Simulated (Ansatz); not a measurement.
**AsNH4: one species, many methods**

An exercise on one series of results from a longer session: the logs are not shown, and one member is left open.

Method: functionals in def2-TZVPP, the program's frozen cores in correlated methods; program: Ansatz 0.2.0, Gaussian basis.

Levels to be run: LDA (SPW92), PBE-D4, revPBE-D4, BLYP-D4, r2SCAN-D4, B97M-V, PBE0-D4, B3LYP-D4, r2SCANh-D4, r2SCAN0-D4, HSE06-D4, BHLYP-D4, CAM-B3LYP-D4, LC-ωPBE, ωB97X-V, ωB97M-V, B2PLYP, PBE-QIDH; CCSD(T)/def2-SVP; CCSD(T)/def2-TZVPP; MP2/def2-QZVPP; extrapolation to the limit; RPA on PBE.

## Structure used throughout

All runs share one geometry, relaxed beforehand with PBE0-D4 in a triple-zeta def2 set.

6 atoms, charge 0, spin multiplicity 1.

Atoms are counted from 1 here; the program's logs count them from 0.

Bond lengths: N1–As2 1.854 Å, N1–H3 1.010 Å, N1–H4 1.011 Å, As2–H5 1.524 Å, As2–H6 1.536 Å. Angles: As2–N1–H3 114.8°, As2–N1–H4 110.5°, H3–N1–H4 108.9°, N1–As2–H5 95.5°, N1–As2–H6 101.2°, H5–As2–H6 91.3°.

The first run:

File in.yaml:

```yaml
crystal:
  periodic: [false, false, false]
  atoms:
    - {symbol: N, position_ang: [-0.250321, -0.931661, -0.052752]}
    - {symbol: As, position_ang: [-0.531268, 0.900614, -0.053193]}
    - {symbol: H, position_ang: [0.718775, -1.211599, 0.006034]}
    - {symbol: H, position_ang: [-0.763309, -1.368388, 0.700520]}
    - {symbol: H, position_ang: [0.173905, 1.156443, -1.379419]}
    - {symbol: H, position_ang: [0.694219, 1.390692, 0.732710]}
basis:
  gaussian: {orbitals: def2-TZVPP}
hamiltonian: {xc: lda}
output: {orbitals: {seedname: orbitals}}
```

Command:

```bash
ansatz run in.yaml --threads 2 --pin off --events-out ev --progress --plain --max-ram 4352MiB
```

Steps of the session up to this table: LDA; PBE-D4 (GGA); revPBE-D4 (GGA); BLYP-D4 (GGA); r2SCAN-D4 (meta-GGA); B97M-V (meta-GGA); PBE0-D4 (hybrid); B3LYP-D4 (hybrid); r2SCANh-D4 (hybrid); r2SCAN0-D4 (hybrid); HSE06-D4 (hybrid); BHLYP-D4 (hybrid); CAM-B3LYP-D4 (range-separated); LC-ωPBE (range-separated); ωB97X-V (range-separated); ωB97M-V (range-separated); B2PLYP (double hybrid); PBE-QIDH (double hybrid).

One table of the session follows, with a row left open; its other results are not shown here.

It belongs to the step «Orbital energies across the functionals». 

```
  functional  HOMO (eV)  gap (eV)
 LDA (SPW92)      -6.14      5.11
      PBE-D4      -6.03      5.18
   revPBE-D4      -5.99      5.21
     BLYP-D4      -5.90      5.09
   r2SCAN-D4      -6.37      5.87
      B97M-V      -6.48      5.83
     PBE0-D4      -7.46      7.46
    B3LYP-D4      -7.23      6.94
  r2SCANh-D4      -6.91      6.71
  r2SCAN0-D4          ?         ?
    HSE06-D4      -7.06      6.68
    BHLYP-D4      -8.50      9.26
CAM-B3LYP-D4      -8.80      9.72
     LC-ωPBE     -10.13     12.30
     ωB97X-V      -9.79     11.78
     ωB97M-V      -9.67     11.36
```

Q: Estimate the row for r2SCAN0-D4 from the others.

Worked estimate for «HOMO (eV)». Against the share of exact exchange, r2SCAN-D4 (0, -6.37), r2SCANh-D4 (0.1, -6.91) give a slope of -5.40 per unit share; at 0.25 the line stands at -7.72.

The run gave: HOMO (eV): -7.65; gap (eV): 7.87. In «HOMO (eV)» the line misses by -0.07.
